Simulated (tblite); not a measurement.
# C4H9PSi2: the cost of one run

Computed with tblite 0.8.0 and PySCF 2.14.0, with density-fitted response routines of our own, on a single molecule in the gas phase. Atoms are numbered from 0 throughout.

**1. Starting geometry**

16 atoms, charge 0, multiplicity 1; geometry from: force field or distance geometry start.

Bonds of the start (Å): C0–C1 1.21, C1–Si2 1.84, Si2–C3 1.85, C3–C4 1.32, C4–Si5 1.84, Si5–P6 2.19, C0–H7 1.07, Si2–H8 1.45, Si2–H9 1.50, C3–H10 1.08, C4–H11 1.11, Si5–H12 1.46, Si5–H13 1.47, P6–H14 1.44, P6–H15 1.45.

**2. Relaxing the molecule with GFN2-xTB**

Job settings and geometry (Å):

```
{"job": {"kind": "relax", "xc": "GFN2-xTB", "basis": "xTB"}, "charge": 0, "multiplicity": 1}
C     -3.138000     0.229000    -2.067200
C     -2.786800     0.091500    -0.922700
Si    -2.212300    -0.158100     0.806000
C     -0.371300     0.060200     0.743800
C      0.229000     0.520100    -0.334800
Si     2.053000     0.750500    -0.460700
P      3.092500    -0.552300     0.967300
H     -3.460900     0.356400    -3.074700
H     -2.616500    -1.478100     1.242000
H     -2.761700     0.937700     1.664600
H      0.200400    -0.213400     1.616600
H     -0.356900     0.793600    -1.237400
H      2.434500     0.397100    -1.820500
H      2.368200     2.166900    -0.241700
H      2.798300    -0.182900     2.330500
H      4.520900    -0.441800     0.777300
```

The run is started by

```bash
> OMP_NUM_THREADS=1 python probes_run.py task.json out
```

This one command runs all jobs of the session in turn.

**Question.** How long does this first job take on 1 thread of Arm Neoverse V2, shared host, and how much memory does it need?

About 1 s, with a peak of 0.18 GiB.
